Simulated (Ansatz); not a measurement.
# CH5ClSeSi: the cost of one run

All numbers are computed with Ansatz 0.2.0 through its Python package. Level of theory: CAM-B3LYP/def2-SVP.

### 1 The system

Bond lengths: Cl1–C2 1.750 Å, C2–Si3 1.837 Å, Si3–Se4 2.250 Å, C2–H5 1.095 Å, C2–H6 1.104 Å, Si3–H7 1.504 Å, Si3–H8 1.502 Å, Se4–H9 1.619 Å. Angles: Cl1–C2–Si3 107.9°, Cl1–C2–H5 111.1°, Cl1–C2–H6 109.4°, Si3–C2–H5 109.5°, Si3–C2–H6 109.6°, H5–C2–H6 109.4°, C2–Si3–Se4 112.3°, C2–Si3–H7 111.1°, C2–Si3–H8 110.8°, Se4–Si3–H7 107.8°, Se4–Si3–H8 109.3°, H7–Si3–H8 105.3°, Si3–Se4–H9 88.9°.

No structure file is read: the coordinates are typed or built in the script.

### 2 The code

ch5clsesi.py reads:

```python
# -*- coding: utf-8 -*-
"""Energy of CH5ClSeSi against one bond angle."""

from dataclasses import dataclass

import ansatz as az
from ase import Atoms


@dataclass(frozen=True)
class RunConfig:
    basis: str = "def2-SVP"
    xc: str = "cam_b3lyp"
    force_tol: float = 0.02


opts = RunConfig()


def main():
    atoms = Atoms(["Cl", "C", "Si", "Se", "H", "H", "H", "H", "H"], positions=[
        (-0.2681, 2.4958, -0.3003),
        (-0.7021, 0.8028, -0.3804),
        (0.7813, -0.1816, 0.0738),
        (0.3927, -2.3962, -0.002),
        (-1.5187, 0.5727, 0.3123),
        (-1.013, 0.5514, -1.4099),
        (1.9315, 0.1157, -0.849),
        (1.2683, 0.1901, 1.4457),
        (-0.7835, -2.1969, 1.0925),
    ])

    # relax first, so that the scan starts from a minimum
    first = (
        az.Crystal.molecule_from_ase(atoms).calculation()
        .basis(gaussian=opts.basis)
        .functional(opts.xc)
        .accuracy("medium")
        .relax(force_tolerance=opts.force_tol, max_steps=80)
    )
    atoms.positions = first.run(threads=1, backend="cpu").report["positions_ang"]

    rows = []
    for angle in [90, 100, 110, 120, 135, 150, 165, 179]:
        bent = atoms.copy()
        bent.set_angle(2, 3, 8, angle, indices=[8])
        job = (
            az.Crystal.molecule_from_ase(bent).calculation()
            .basis(gaussian=opts.basis)
            .functional(opts.xc)
            .accuracy("medium")
        )
        rows.append((angle, job.run(threads=1, backend="cpu").report["free_energy_ev"]))
    floor = min(e for _, e in rows)
    for angle, e in rows:
        print(f"angle Si2-Se3-H8 = {angle:3d} deg   {1000 * (e - floor):9.1f} meV")


if __name__ == "__main__":
    main()
```

### 3 The input behind the calls

The engine receives this input (first run):

```yaml
crystal:
  periodic: [false, false, false]
  atoms:
    - { symbol: Cl, position_ang: [-0.2681, 2.4958, -0.3003] }
    - { symbol: C, position_ang: [-0.7021, 0.8028, -0.3804] }
    - { symbol: Si, position_ang: [0.7813, -0.1816, 0.0738] }
    - { symbol: Se, position_ang: [0.3927, -2.3962, -0.002] }
    - { symbol: H, position_ang: [-1.5187, 0.5727, 0.3123] }
    - { symbol: H, position_ang: [-1.013, 0.5514, -1.4099] }
    - { symbol: H, position_ang: [1.9315, 0.1157, -0.849] }
    - { symbol: H, position_ang: [1.2683, 0.1901, 1.4457] }
    - { symbol: H, position_ang: [-0.7835, -2.1969, 1.0925] }
accuracy: medium
basis:
  gaussian:
    orbitals: def2-SVP
hamiltonian:
  xc: cam_b3lyp
relax:
  f_tol: 0.02
  max_steps: 80
```

### 4 The run

Started as:

```
$ python ch5clsesi.py
```

Q: Estimate wall time and peak memory on 1 thread of Arm Neoverse N1, shared host.

About 2.5 min, with a peak of 0.38 GiB.
